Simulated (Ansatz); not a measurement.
# SnO: relaxation

Where does the structure settle? Runs: cell and atoms relaxed (PAW).

Method: DFT LDA, frozen-core PAW, scalar-relativistic unless said, in Ansatz 0.2.0.

3 further runs of the same task are left out: 1 that didn't finish, 2 set aside as unsound or not needed.

### 1 The starting structure

Symmetry: P4/nmm, No. 129, tetragonal system. The conventional cell has a = 3.799 Å, b = 3.799 Å, c = 4.841 Å, α = 90.00°, β = 90.00°, γ = 90.00°. Sn (site symmetry 4mm) is surrounded by 4 O at 2.22 Å. Around O (site symmetry -4m2) lie 4 Sn at 2.22 Å.

Coordinates:

```cif
data_structure
_symmetry_space_group_name_H-M 'P4/nmm:1'
_symmetry_Int_Tables_number 129
_cell_length_a 3.7986
_cell_length_b 3.7986
_cell_length_c 4.8408
_cell_angle_alpha 90.000
_cell_angle_beta 90.000
_cell_angle_gamma 90.000
_cell_volume 69.85
loop_
_atom_site_label
_atom_site_type_symbol
_atom_site_symmetry_multiplicity
_atom_site_Wyckoff_symbol
_atom_site_fract_x
_atom_site_fract_y
_atom_site_fract_z
_atom_site_occupancy
Sn1 Sn 2 c 0.50000 0.00000 0.23690 1
O1 O 2 a 0.00000 0.00000 0.00000 1
```

Cartesian axes are those of the input's lattice vectors. The structure goes back to a database entry.

### 2 Cell and atoms relaxed, PAW

The input, input.yaml:

```yaml
crystal:
  lattice:
    - [3.7986, 0.0, 0.0]
    - [0.0, 3.7986, 0.0]
    - [0.0, 0.0, 4.8408]
  atoms:
    - { symbol: Sn, position: [0.5, 0.0, 0.2369] }
    - { symbol: Sn, position: [0.0, 0.5, 0.7631] }
    - { symbol: O, position: [0.0, 0.0, 0.0] }
    - { symbol: O, position: [0.5, 0.5, 0.0] }
kpoints:
  mp_grid: { grid: [8, 8, 6] }
scf:
  occupations: { method: fermi_dirac, width: 0.08 }
hamiltonian:
  xc: lda
  pseudopotentials: { kind: paw }
relax:
  f_tol: 0.002
  max_steps: 80
  cell: {}
output:
  forces: true
  stress: true
```

Started as:

```console
> ansatz run input.yaml --threads 2 --pin off --max-ram 5120MiB --backend cpu --events-out ev --progress --plain --runs-dir out
```

**Question.** What will these runs give? Wanted: cell; volume.

The runs gave:

| quantity | value |
| --- | --- |
| cell | a = 3.766 Å, b = 3.766 Å, c = 4.654 Å, α = 90.00°, β = 90.00°, γ = 90.00° |
| volume | 16.502 Å³/atom |

The volume changes by -5.5 %. Cautions: frozen-core PAW files fitted under PBE, their cores solved anew for the functional of the run; no dispersion correction, so the spacing and stiffness between layers or molecules are poor.
